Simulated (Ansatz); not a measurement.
What does this script print? It uses Ansatz 0.2.0 through its Python package.

The script, `scan_alh4no2.py`:
```python
import ansatz as az
import numpy as np


def main() -> None:
    geometry_ang = [
        ('N', [-0.2981, 1.5357, 0.1738]),
        ('Al', [0.1397, -0.2007, -0.3354]),
        ('O', [1.8403, -0.5704, -0.8313]),
        ('O', [-1.0399, -1.5225, -0.3225]),
        ('H', [-1.1213, 1.8613, -0.4917]),
        ('H', [-0.7456, 1.5414, 1.1243]),
        ('H', [2.346, -0.814, 0.0361]),
        ('H', [-1.029, -1.8879, 0.591]),
    ]
    alh4no2 = az.Crystal.molecule()
    for symbol, xyz in geometry_ang:
        alh4no2 = alh4no2.atom(symbol, xyz)

    symbols = [site.symbol for site in alh4no2.cartesian_sites]
    start = np.array([site.position_ang for site in alh4no2.cartesian_sites])
    axis = (start[2] - start[1]) / np.linalg.norm(start[2] - start[1])
    moving = [2, 6]
    lengths, energies = [1.592, 1.665, 1.737, 1.81, 1.882, 1.954, 2.027, 2.135], []
    for length in lengths:
        xyz = start.copy()
        xyz[moving] += (length - np.linalg.norm(start[2] - start[1])) * axis
        point = az.Crystal.molecule()
        for symbol, xyz in zip(symbols, xyz):
            point = point.atom(symbol, xyz.tolist())
        calc = (
            point.calculation()
            .basis(gaussian='def2-SVP')
            .functional('r2scan')
        )
        r = calc.run(threads=1, pin='off').report
        energies.append(r['free_energy_ev'])
        print(f'r = {length:6.3f} A  E = {energies[-1]:.5f} eV  <S^2> = {abs(r["mean_field"]["state"]["spin_squared"]):.3f}')

    fit = np.polynomial.Polynomial.fit(lengths, np.array(energies) - min(energies), 4).convert()
    roots = [r.real for r in fit.deriv().roots() if abs(r.imag) < 1e-9 and fit.deriv(2)(r.real) > 0]
    r_e = min(roots, key=lambda r: abs(r - lengths[int(np.argmin(energies))]))
    print(f'minimum of the fit at {r_e:.4f} A, force constant {fit.deriv(2)(r_e):.2f} eV/A^2')


if __name__ == '__main__':
    main()
```

Running `python scan_alh4no2.py` prints:
```text
r =  1.592 A  E = -12238.55844 eV  <S^2> = 0.000
r =  1.665 A  E = -12238.80833 eV  <S^2> = 0.000
r =  1.737 A  E = -12238.86512 eV  <S^2> = 0.000
r =  1.810 A  E = -12238.78858 eV  <S^2> = 0.000
r =  1.882 A  E = -12238.62207 eV  <S^2> = 0.000
r =  1.954 A  E = -12238.39503 eV  <S^2> = 0.000
r =  2.027 A  E = -12238.12521 eV  <S^2> = 0.000
r =  2.135 A  E = -12237.68638 eV  <S^2> = 0.000
minimum of the fit at 1.7286 A, force constant 26.67 eV/A^2
```

These settings explore the input space; basis and method may be short of convergence. The rest of the molecule is held rigid at a force-field or estimated start geometry, and the basis set is modest; single-reference methods fail as a bond breaks. The orbitals are restricted, so S² is zero by construction. Run time: 25 s on 1 thread of Intel(R) Xeon(R) Platinum 8259CL CPU @ 2.50GHz (Skylake/Cascade Lake), with other jobs on the host, peak memory 0.2 GiB.

(Lines on the test bed's own set-up are left out of the output.)
